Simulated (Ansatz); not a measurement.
# Cd, space group R-3m: a projected density of states

Computed with Ansatz's Python interface.

Run as a notebook:

In [1]:
```python
import warnings

import ansatz as az
from ase import Atoms
import matplotlib.pyplot as plt
import numpy as np
```

In [2]:
```python
OCCUPATIONS = "Fermi-Dirac"
SIGMA = 0.05
XC = "LDA"
KMESH = (10, 10, 10)
EXTRA_BANDS = 8
```

In [3]:
```python
warnings.simplefilter("ignore", az.DeckWarning)
```

In [4]:
```python
atoms = Atoms(
    ["Cd"],
    scaled_positions=[
        (0.0, 0.0, 0.0),
    ],
    cell=[
        (1.60802915, 0.92839606, 2.44928741),
        (-1.60802915, 0.92839606, 2.44928741),
        (0.0, -1.85679213, 2.44928741),
    ],
    pbc=True,
)
system = az.Crystal.from_ase(atoms)
```

In [5]:
```python
system.resolved().sites[-1]
```
Out [5]:
```text
Site(symbol='Cd', position=(0.0, 0.0, 0.0), moment=None, axis=None, held=None, saved=None)
```

In [6]:
```python
base = (
    system.calculation()
    .occupations(OCCUPATIONS, width=SIGMA)
    .functional(XC)
    .kpoints(*KMESH)
    .scf(extra_bands=EXTRA_BANDS)
    .density_of_states(projected=True, method="smearing", broadening_width=0.15, energy_step=0.1)
)
planned = base.session().plan(threads=1)
facts = planned.describe()
print("plan:", facts["n_bands"], "bands,", len(facts["kpoints_frac"]), "k-points, plane waves", facts["n_pw_range"], "grid", facts["fft_dense"])
res = planned.execute()
rep = res.report
```
```text
plan: 18 bands, 116 k-points, plane waves [419, 452] grid [24, 24, 24]
```

In [7]:
```python
{key: value for key, value in rep.items() if isinstance(value, (int, float)) and "ev" in key}
```
Out [7]:
```text
{'gap_by_band_count_ev': -2.9591116980921015,
 'fermi_energy_ev': 13.911088547843336,
 'harris_foulkes_ev': -8117.840155662008,
 'free_energy_ev': -8117.84015566199,
 'internal_energy_ev': -8117.8382141767,
 'lagrangian_ev': -8117.84015566199,
 'energy_sigma0_ev': -8117.839184919345,
 'lagrangian_sigma0_ev': -8117.839184919345,
 'lagrangian_above_aufbau_ev': -0.001060238640226738,
 'entropy_ts_ev': 0.0019414852903373325,
 'loop_fermi_energy_ev': 13.911088547843336,
 'occupations_fermi_energy_ev': 13.911088547843436}
```

In [8]:
```python
dos = res.density_of_states()
energy = np.asarray(dos.energies_ev) - dos.fermi_ev
curves = {}
for site in res.projected_density_of_states().sites:
    for shell in site.shells:
        weight = sum(np.sum(curve.g_bin_mean_per_ev, axis=0) for curve in shell.curves)
        name = f"{site.species} {shell.label}"
        curves[name] = curves.get(name, 0) + weight
```

In [9]:
```python
window = (energy > -10) & (energy < 4)
fig, ax = plt.subplots(figsize=(5.5, 3.5))
for name, g in curves.items():
    if g[window].max() > 0.05:
        ax.plot(energy[window], g[window], label=name, lw=1)
        print(f"{name:8s} peak {g[window].max():7.3f} states/eV at {energy[window][g[window].argmax()]:6.2f} eV")
ax.set(xlabel="E - E_F (eV)", ylabel="states/eV")
ax.legend(fontsize=7)
fig.tight_layout()
fig.savefig("pdos.png", dpi=100)
```
```text
Cd 5S    peak   0.330 states/eV at  -5.51 eV
Cd 4D    peak   7.834 states/eV at  -8.51 eV
```

Notes:
- Total energies depend on the potentials; only differences at equal settings carry meaning. A total without «per atom» is that of the cell as typed.
- For a metal this k-point mesh is coarse: on a finer one energies can move by several to tens of meV an atom and pressures by half a GPa or more, differences at one mesh by less.
- An absolute Fermi energy rests on an arbitrary zero of the periodic potential and has no direct meaning.
- A gap by band count of zero or less means overlapping bands, a metal.
- Peaks are the largest values inside the energy window taken; deeper bands lie outside it.
- This isn't the structure that Cd takes at ambient conditions.
- Levels are Kohn-Sham eigenvalues on this mesh, without spin-orbit coupling.
- Curves are summed over the cell's atoms. Only shells that the potentials hold have channels, so projections don't add up to the total, least of all where a shell is missing (p of most metals); heights and places of peaks move with the mesh.
- The density of states is complete only as far up as bands were computed.
- It ran for 4 s on 1 thread of Arm Neoverse V1 (shared host), peak memory 0.39 GiB.

(Lines on the test bed's own set-up are left out of the output.)
